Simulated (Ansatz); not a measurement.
# YF4: the cost of one run

Computed with Ansatz 0.2.0 (DFT PBE, scalar-relativistic, plane waves, PAW, unless a step's input says otherwise).

### 1 The system as given

The structure is tetragonal, space group I4/mmm (No. 139). Conventional cell: a = 3.970 Å, b = 3.970 Å, c = 7.773 Å, α = 90.00°, β = 90.00°, γ = 90.00°. Around Y (site symmetry 4/mmm) lie 6 F at 1.84 to 1.99 Å. F (site symmetry 4mm) is surrounded by 1 Y at 1.84 Å. F (site symmetry mmm) is surrounded by 2 Y at 1.99 Å.

As a file:

```
CELL_PARAMETERS angstrom
-1.98502 1.98502 3.88672
1.98502 -1.98502 3.88672
1.98502 1.98502 -3.88672
ATOMIC_POSITIONS crystal
Y 0.00000 0.00000 0.00000
F 0.23700 0.23700 0.00000
F 0.76300 0.76300 0.00000
F 0.50000 0.00000 0.50000
F 0.00000 0.50000 0.50000
```

The cell is invented: species swapped into a database cell of SnF4 (I4/mmm, No. 139), with Y on the Sn sites. Its size is a rough estimate.

### 2 A first look at the guess

File input.yaml:

```yaml
crystal:
  lattice:
    - [-1.98501882, 1.98501882, 3.88671559]
    - [1.98501882, -1.98501882, 3.88671559]
    - [1.98501882, 1.98501882, -3.88671559]
  atoms:
    - { symbol: "Y", position: [0.0, 0.0, 0.0] }
    - { symbol: F, position: [0.237, 0.237, 0.0] }
    - { symbol: F, position: [0.763, 0.763, 0.0] }
    - { symbol: F, position: [0.5, 0.0, 0.5] }
    - { symbol: F, position: [0.0, 0.5, 0.5] }
basis:
  ecutwfc: 420
kpoints:
  mp_grid: { grid: [6, 6, 6] }
hamiltonian:
  xc: pbe
scf:
  occupations: { method: gaussian, width: 0.1 }
  lower_state_search: "off"
output:
  forces: true
  stress: true
  eigenvalues: true
```

On the command line:

```bash
ansatz run input.yaml --threads 1 --pin off --max-ram 2560MiB --backend cpu --events-out ev --progress --plain --runs-dir out
```

What time and memory should one allow on 1 thread of AMD EPYC 9R45 (Zen 5), shared host?

About 1.2 s, with a peak of 0.39 GiB.
